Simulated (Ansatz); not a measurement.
**GeH (doublet): from Hartree-Fock to the top rungs, aug-cc-pVDZ**

Aim: climb from Hartree-Fock through coupled cluster and multireference methods for GeH (doublet) at one geometry and basis, and see what each rung misses.

Computed with Ansatz 0.2.0, Gaussian basis. Level: aug-cc-pVDZ, core rule «outside noble gas», up to 14 orbitals frozen.

The runs, in order: UHF; CCSD(T) on ROHF; CCSD(T) on UHF; BCCD(T) on ROHF; CISD; CCSDT(Q) on ROHF; CCSDT(Q) on UHF; CASSCF and MRCISD+Q, 5 electrons in 5 orbitals; CASSCF and NEVPT2, 5 electrons in 5 orbitals; Full CI; Full CI in the symmetry of the determinant.

12 further runs of the same task are left out: 3 that didn't finish, 9 set aside as unsound or not needed.

### 1 The geometry

The geometry is a PBE0/def2-TZVPD stationary point (not a proven minimum) of the parent state, kept for this charge and spin. No spin-orbit coupling is included. The filled d shell of Ge may be among the frozen orbitals whatever the setting's name suggests; the logs give the count.

2 atoms, charge 0, spin multiplicity 2.

Atoms are counted from 1 here; the program's logs count them from 0.

Bond lengths: Ge1–H2 1.633 Å.

### 2 UHF

Contents of in.yaml:

```yaml
crystal:
  periodic: [false, false, false]
  atoms:
    - {symbol: Ge, position_ang: [0.000000, 0.000000, 0.000000]}
    - {symbol: H, position_ang: [0.000000, 0.000000, 1.633171]}
basis:
  gaussian: {orbitals: aug-cc-pVDZ}
magnetization: {spin_polarized: true, initial_magnetization: 1}
hamiltonian: {xc: hf}
output: {orbitals: {seedname: orbitals}}
```

Launch:

```console
$ ansatz run in.yaml --threads 1 --pin off --events-out ev --progress --plain --max-ram 2176MiB
```

The runs that follow: CCSD(T) on ROHF; CCSD(T) on UHF; BCCD(T) on ROHF; CISD; CCSDT(Q) on ROHF; CCSDT(Q) on UHF; CASSCF and MRCISD+Q, 5 electrons in 5 orbitals; CASSCF and NEVPT2, 5 electrons in 5 orbitals; Full CI; Full CI in the symmetry of the determinant.

Q: Predict the results of all the runs planned. Wanted: FCI below the RHF energy; RMP2 from FCI; UMP2 from FCI; RCCSD from FCI; RCCSD(T) from FCI; UCCSD(T) from FCI; RCCSDT(Q) from FCI; UCCSDT(Q) from FCI; NEVPT2 valence from FCI.

As calculated:

```
                         quantity                                                                                value
         FCI below the RHF energy                                                                           -2.5045 eV
                    RMP2 from FCI                                                                           +667.7 meV
                    UMP2 from FCI                                                                           +672.6 meV
                   RCCSD from FCI                                                                            +66.7 meV
                RCCSD(T) from FCI                                                                            +16.1 meV
                UCCSD(T) from FCI                                                                            +13.1 meV
               RCCSDT(Q) from FCI                                                                             +0.1 meV
               UCCSDT(Q) from FCI                                                                             -2.9 meV
          NEVPT2 valence from FCI                                                                           +481.9 meV
        MRCISD+Q valence from FCI                                                                             -6.9 meV
levels within 1 kcal/mol (43 meV)  RCCSD(T), UCCSD(T), BCCD(T), RCCSDT, UCCSDT, RCCSDT(Q), UCCSDT(Q), MRCISD+Q valence
                    T1 diagnostic                                                                                0.021
   effectively unpaired electrons                                                                                 1.06
```

What this shows: RCCSD(T) misses by +16.1 meV, 0.6 % of the correlation energy. UCCSDT(Q), MRCISD+Q valence fall below full CI: unrestricted runs freeze a spin-polarised core, another one than full CI's, and coupled cluster isn't variational. One determinant dominates. Of the multireference levels listed MRCISD+Q valence comes nearest in total energy (-6.9 meV), which doesn't show that its space is the better one. These misses are within one basis, not against nature; the frozen cores of restricted and unrestricted runs differ, which can shift their rows.
